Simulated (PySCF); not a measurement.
# C3H9GeN: the cost of one run

Programs: PySCF 2.14.0, with density-fitted response routines of our own. Each step states its level of theory. These are calculated values for one molecule in the gas phase, unless marked as measured. Atoms are numbered from 0 throughout.

## 1. Starting geometry

14 atoms, charge 0, multiplicity 1; geometry from: GFN2-xTB. The atoms were then displaced at random by about 0.01 Å, so the start is not that level's minimum.

Bonds of the start (Å): C0–C1 1.31, C1–C2 1.48, C2–Ge3 2.03, Ge3–N4 1.79, C0–H5 1.06, C0–H6 1.09, C1–H7 1.10, C2–H8 1.06, C2–H9 1.08, Ge3–H10 1.54, Ge3–H11 1.48, N4–H12 0.98, N4–H13 1.03.

## 2. Optimising the geometry at PBE0-D3(BJ)/def2-SVP

Job settings and geometry (Å):

```
{"job": {"xc": "PBE0", "basis": "def2-SVP", "d3": "d3bj", "grid": 1, "shake": 0.01, "kind": "geom"}, "charge": 0, "multiplicity": 1}
C     -2.143240     0.148910     0.930940
C     -1.175370     0.655980     0.201830
C     -0.579150    -0.026340    -0.973040
Ge     1.236480    -0.806400    -0.487630
N      2.209780     0.522400     0.206170
H     -2.629300    -0.765350     0.686040
H     -2.553430     0.699530     1.776950
H     -0.712290     1.620230     0.459510
H     -1.216770    -0.807370    -1.312740
H     -0.395380     0.687940    -1.762150
H      1.022280    -1.998730     0.458790
H      1.986180    -1.283070    -1.676930
H      3.145100     0.317030     0.425750
H      1.797950     1.020150     1.013960
```

Run with:

```console
$ OMP_NUM_THREADS=1 python probes_run.py task.json out
```

One launch serves the whole session: the jobs run in the order shown.

Q: Estimate the wall time and peak memory of this first job on 1 thread of Arm Neoverse V1, shared host.

About 66 s, with a peak of 0.5 GiB.
